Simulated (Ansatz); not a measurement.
# Ga12Al36N48: the cost of one run

Method: density functional theory in Ansatz 0.2.0, PAW datasets, plane waves.

## (1) Starting point

96 atoms (12 Ga, 36 Al, 48 N); a = 9.393 Å, b = 10.846 Å, c = 10.068 Å, α = 90.00°, β = 90.00°, γ = 90.00°. All atoms were shaken off their sites by about 0.02 Å along each axis.

The runs, in order: (2) PBEsol cell relaxation at the single k point (¼, ¼, ¼), on 1 × NVIDIA H100 80GB HBM3 with 2 threads of AMD EPYC 7R13; (3) HSE06 single point at the single k point (¼, ¼, ¼), on 1 × NVIDIA H100 80GB HBM3 with 2 threads of AMD EPYC 7R13.

## (2) PBEsol relaxation of the cell and the positions

in.yaml reads:

```yaml
crystal:
  lattice:
    - [9.393145, 0.000000, 0.000000]
    - [0.000000, 10.846270, 0.000000]
    - [0.000000, 0.000000, 10.068102]
  atoms:
    - { symbol: Ga, position: [0.166593, 0.085200, 0.251287] }
    - { symbol: Ga, position: [0.497870, 0.081071, 0.247369] }
    - { symbol: Ga, position: [0.833950, 0.083350, 0.751080] }
    - { symbol: Ga, position: [0.335647, 0.833615, 0.248742] }
    - { symbol: Ga, position: [0.335963, 0.830707, 0.748838] }
    - { symbol: Ga, position: [0.001695, 0.169321, 0.499184] }
    - { symbol: Ga, position: [0.000196, 0.667248, 0.997123] }
    - { symbol: Ga, position: [0.501740, 0.416927, 0.000729] }
    - { symbol: Ga, position: [0.836199, 0.414475, 0.499698] }
    - { symbol: Ga, position: [0.832201, 0.417222, 0.998970] }
    - { symbol: Ga, position: [0.500206, 0.916859, 0.000696] }
    - { symbol: Ga, position: [0.833142, 0.913401, 0.003477] }
    - { symbol: Al, position: [0.171631, 0.083966, 0.749387] }
    - { symbol: Al, position: [0.000169, 0.334625, 0.246468] }
    - { symbol: Al, position: [0.002920, 0.334291, 0.746156] }
    - { symbol: Al, position: [0.501244, 0.081213, 0.751704] }
    - { symbol: Al, position: [0.328527, 0.336912, 0.247973] }
    - { symbol: Al, position: [0.331145, 0.332348, 0.747802] }
    - { symbol: Al, position: [0.169888, 0.584002, 0.248586] }
    - { symbol: Al, position: [0.169662, 0.586726, 0.748626] }
    - { symbol: Al, position: [0.998757, 0.833601, 0.245384] }
    - { symbol: Al, position: [0.000163, 0.833142, 0.749813] }
    - { symbol: Al, position: [0.838551, 0.082844, 0.248424] }
    - { symbol: Al, position: [0.667531, 0.332799, 0.248937] }
    - { symbol: Al, position: [0.669042, 0.334614, 0.744300] }
    - { symbol: Al, position: [0.497276, 0.584162, 0.247215] }
    - { symbol: Al, position: [0.498424, 0.584005, 0.750462] }
    - { symbol: Al, position: [0.829459, 0.582097, 0.249846] }
    - { symbol: Al, position: [0.828677, 0.585503, 0.749924] }
    - { symbol: Al, position: [0.667567, 0.835247, 0.248545] }
    - { symbol: Al, position: [0.668432, 0.837113, 0.746977] }
    - { symbol: Al, position: [0.994880, 0.166216, 0.999622] }
    - { symbol: Al, position: [0.336732, 0.168556, 0.500345] }
    - { symbol: Al, position: [0.330566, 0.164568, 0.998973] }
    - { symbol: Al, position: [0.168485, 0.418426, 0.499320] }
    - { symbol: Al, position: [0.166255, 0.418757, 0.998863] }
    - { symbol: Al, position: [0.000790, 0.671558, 0.497847] }
    - { symbol: Al, position: [0.665647, 0.168114, 0.501845] }
    - { symbol: Al, position: [0.667667, 0.166279, 0.997559] }
    - { symbol: Al, position: [0.502270, 0.414014, 0.497259] }
    - { symbol: Al, position: [0.329803, 0.669687, 0.499114] }
    - { symbol: Al, position: [0.334096, 0.667477, 0.997631] }
    - { symbol: Al, position: [0.167619, 0.915343, 0.497190] }
    - { symbol: Al, position: [0.165037, 0.914915, 0.996348] }
    - { symbol: Al, position: [0.667682, 0.668181, 0.495605] }
    - { symbol: Al, position: [0.668906, 0.668394, 0.995919] }
    - { symbol: Al, position: [0.497453, 0.917024, 0.494357] }
    - { symbol: Al, position: [0.833874, 0.917656, 0.497911] }
    - { symbol: N, position: [0.997968, 0.165768, 0.185713] }
    - { symbol: N, position: [0.994314, 0.167135, 0.689649] }
    - { symbol: N, position: [0.336018, 0.165838, 0.189678] }
    - { symbol: N, position: [0.335470, 0.165745, 0.688486] }
    - { symbol: N, position: [0.166330, 0.418669, 0.184355] }
    - { symbol: N, position: [0.167193, 0.414622, 0.688180] }
    - { symbol: N, position: [0.999172, 0.668049, 0.189018] }
    - { symbol: N, position: [0.995091, 0.666776, 0.688872] }
    - { symbol: N, position: [0.664826, 0.167989, 0.189454] }
    - { symbol: N, position: [0.667367, 0.166896, 0.687877] }
    - { symbol: N, position: [0.499852, 0.415117, 0.187123] }
    - { symbol: N, position: [0.500498, 0.414071, 0.690764] }
    - { symbol: N, position: [0.332691, 0.666312, 0.190859] }
    - { symbol: N, position: [0.335166, 0.667129, 0.692965] }
    - { symbol: N, position: [0.166774, 0.917852, 0.189456] }
    - { symbol: N, position: [0.164266, 0.914353, 0.690039] }
    - { symbol: N, position: [0.830220, 0.416434, 0.191797] }
    - { symbol: N, position: [0.837523, 0.416643, 0.690020] }
    - { symbol: N, position: [0.666233, 0.666632, 0.189059] }
    - { symbol: N, position: [0.665113, 0.668054, 0.690232] }
    - { symbol: N, position: [0.501326, 0.915290, 0.187398] }
    - { symbol: N, position: [0.503071, 0.918000, 0.686073] }
    - { symbol: N, position: [0.835296, 0.917517, 0.188690] }
    - { symbol: N, position: [0.834704, 0.918647, 0.687990] }
    - { symbol: N, position: [0.162799, 0.081506, 0.438821] }
    - { symbol: N, position: [0.169955, 0.083839, 0.942084] }
    - { symbol: N, position: [0.996771, 0.333423, 0.441759] }
    - { symbol: N, position: [0.000547, 0.333506, 0.938451] }
    - { symbol: N, position: [0.500450, 0.085155, 0.441632] }
    - { symbol: N, position: [0.504219, 0.084048, 0.937700] }
    - { symbol: N, position: [0.330663, 0.333194, 0.440672] }
    - { symbol: N, position: [0.330641, 0.331391, 0.938463] }
    - { symbol: N, position: [0.166401, 0.582210, 0.439818] }
    - { symbol: N, position: [0.165866, 0.583889, 0.938382] }
    - { symbol: N, position: [0.002468, 0.831233, 0.440730] }
    - { symbol: N, position: [0.998626, 0.832505, 0.936234] }
    - { symbol: N, position: [0.832013, 0.081306, 0.440525] }
    - { symbol: N, position: [0.831714, 0.085826, 0.938747] }
    - { symbol: N, position: [0.670127, 0.333389, 0.439631] }
    - { symbol: N, position: [0.666456, 0.335980, 0.938839] }
    - { symbol: N, position: [0.496705, 0.587535, 0.439383] }
    - { symbol: N, position: [0.498088, 0.581973, 0.937126] }
    - { symbol: N, position: [0.330085, 0.833824, 0.438951] }
    - { symbol: N, position: [0.332672, 0.832549, 0.939383] }
    - { symbol: N, position: [0.836075, 0.586320, 0.440420] }
    - { symbol: N, position: [0.837625, 0.583347, 0.940301] }
    - { symbol: N, position: [0.669900, 0.835784, 0.437482] }
    - { symbol: N, position: [0.664215, 0.832684, 0.938520] }
  symmetry: { detect: false }
kpoints:
  mp_grid: { grid: [1, 1, 1], shift: [0.25, 0.25, 0.25] }
hamiltonian:
  xc: pbesol
scf:
  occupations: { method: fermi_dirac, width: 0.01 }
relax:
  f_tol: 0.03
  max_steps: 80
  escape_saddle: false
  adjacent_minimum: "off"
  cell: { fix: [alpha, beta, gamma] }
output:
  forces: true
  eigenvalues: true
  populations: true
```

Started as:

```sh
> ansatz run in.yaml --threads 2 --pin off --max-ram 30400MiB --runs-dir r --events-out ev --progress --plain --backend cuda --devices 0, --max-vram 18GiB
```

Q: Estimate wall time and peak memory on 1 × NVIDIA H100 80GB HBM3 with 2 threads of AMD EPYC 7R13, shared host.

About 38 s, with a peak of 1.4 GiB on the host.
